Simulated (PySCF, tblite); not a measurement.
# C₄H₈ClGeO radical: geometry, infrared bands and EPR parameters

Wanted: the infrared bands and EPR parameters of C₄H₈ClGeO radical (`C[C](C)([C]=O)[GeH2][Cl]`), by calculation.

The runs use tblite 0.8.0 and PySCF 2.14.0, with density-fitted response routines of our own; the level of theory stands in each step. All values are computed, except where a source is named. Atoms are numbered from 0 throughout.

**1. The molecule as given**

15 atoms, charge 0, multiplicity 2; geometry from: force field or distance geometry start.

Bonds of the start (Å): C0–C1 1.51, C1–C2 1.50, C1–C3 1.48, C3–O4 1.23, C1–Ge5 1.96, Ge5–Cl6 2.15, C0–H7 1.10, C0–H8 1.11, C0–H9 1.10, C2–H10 1.10, C2–H11 1.12, C2–H12 1.11, Ge5–H13 1.56, Ge5–H14 1.55.

**2. Optimising the geometry with GFN2-xTB**

The job: settings as JSON, then the geometry in Å.

```
{"job": {"kind": "relax", "xc": "GFN2-xTB", "basis": "xTB"}, "charge": 0, "multiplicity": 2}
C     -0.996600     0.889800    -0.815000
C     -0.321100    -0.003200     0.198000
C     -0.138000    -1.406500    -0.309800
C     -1.063200     0.087600     1.471000
O     -1.459700    -0.863100     2.135300
Ge     1.487100     0.724300     0.360700
Cl     2.613400    -0.181600     1.952900
H     -1.741800     0.325200    -1.386600
H     -1.447000     1.712000    -0.219500
H     -0.203900     1.332500    -1.437400
H      0.655200    -1.971000     0.202400
H      0.188100    -1.344500    -1.376700
H     -1.078900    -2.000000    -0.321600
H      2.165800     0.453200    -1.021700
H      1.336200     2.253400     0.546000
```

The run is started by

```console
> OMP_NUM_THREADS=1 python probes_run.py task.json out
```

This one command runs all jobs of the session in turn.

**Question.** This job is followed by: GFN2-xTB harmonic vibrations, gas phase; UKS B3LYP, def2-TZVP-core on Ge, pcH-1 on C Cl H O, non-relativistic, mean-field spin-orbit, GIAO. Predict these results of the whole session: strongest single infrared mode (GFN2-xTB); zero-point energy (GFN2-xTB); g(iso) (B3LYP); ⟨S²⟩; largest a(iso) (averaged by class); potential on the surface of density 0.002 e/bohr³, 1st and 99th percentile.

As calculated:

| quantity | value |
| --- | --- |
| strongest single infrared mode (GFN2-xTB) | 1900 cm⁻¹, 441 km/mol |
| zero-point energy (GFN2-xTB) | 64.9 kcal/mol |
| g(iso) (B3LYP) | 2.00135 |
| ⟨S²⟩ | 0.753 (exact 0.75) |
| largest a(iso) (averaged by class) | 13C on C3, 318.1 MHz |
| potential on the surface of density 0.002 e/bohr³, 1st and 99th percentile | -1.37 V and 1.28 V |

Over 104 steps the energy fell by 0.520 eV; of the close pairs, C1–Ge5 changed most, 1.956 to 2.055 Å. No mode is imaginary among the 39: a minimum at this level. The strongest single mode, at 1900 cm⁻¹, moves mainly H14. Unscaled tight-binding wavenumbers are off by several per cent, some by more. Its intensities can rank the bands wrongly. C3 carries the largest spin population, 0.65 e. The isotropic g lies 1.0 ppt below the free-electron value. The hyperfine terms hold no scalar relativity, which the heavier nuclei need. These values are for one conformer; the search (at its own cheap level) found 2 more, at 0.15, 0.17 kcal/mol, and measured spectra average over such forms.
